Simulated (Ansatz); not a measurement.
# NaCuP: the cost of one run

Computed with Ansatz 0.2.0 (DFT PBE, scalar-relativistic, plane waves, PAW, unless a step's input says otherwise).

**1. The starting structure**

Symmetry: P6_3/mmc, No. 194, hexagonal system. The conventional cell has a = 4.223 Å, b = 4.223 Å, c = 6.781 Å, α = 90.00°, β = 90.00°, γ = 120.00°. Na (site symmetry -3m) is surrounded by 6 Cu at 2.97 Å and 6 P at 2.97 Å and 2 Na at 3.39 Å. Cu (site symmetry -6m2) has 3 P at 2.44 Å as nearest neighbours. P (site symmetry -6m2) has 3 Cu at 2.44 Å and 6 Na at 2.97 Å as nearest neighbours.

As a file:

```
CELL_PARAMETERS angstrom
4.22315 0.00000 0.00000
-2.11157 3.65735 0.00000
0.00000 0.00000 6.78058
ATOMIC_POSITIONS crystal
Na 0.00000 0.00000 0.50000
Na 0.00000 0.00000 0.00000
Cu 0.66667 0.33333 0.25000
Cu 0.33333 0.66667 0.75000
P 0.66667 0.33333 0.75000
P 0.33333 0.66667 0.25000
```

A structure generator made this guess: species swapped into a database cell of ErCuSn (P6_3/mmc, No. 194), with Na on the Er sites and P on the Sn sites. Its size is a rough estimate.

**2. The guess as it stands, on a coarse mesh**

The input, input.yaml:

```yaml
crystal:
  lattice:
    - [4.22314837, 0.0, 0.0]
    - [-2.11157419, 3.65735377, 0.0]
    - [0.0, 0.0, 6.78058349]
  atoms:
    - { symbol: Na, position: [0.0, 0.0, 0.5] }
    - { symbol: Na, position: [0.0, 0.0, 0.0] }
    - { symbol: Cu, position: [0.66666667, 0.33333333, 0.25] }
    - { symbol: Cu, position: [0.33333333, 0.66666667, 0.75] }
    - { symbol: P, position: [0.66666667, 0.33333333, 0.75] }
    - { symbol: P, position: [0.33333333, 0.66666667, 0.25] }
basis:
  ecutwfc: 420
kpoints:
  mp_grid: { grid: [6, 6, 4] }
hamiltonian:
  xc: pbe
scf:
  occupations: { method: gaussian, width: 0.1 }
  lower_state_search: "off"
output:
  forces: true
  stress: true
  eigenvalues: true
```

Started as:

```
ansatz run input.yaml --threads 1 --pin off --max-ram 2048MiB --backend cpu --events-out ev --progress --plain --runs-dir out
```

Q: Estimate wall time and peak memory on 1 thread of Arm Neoverse V1, shared host.

About 5.2 s, with a peak of 0.38 GiB.
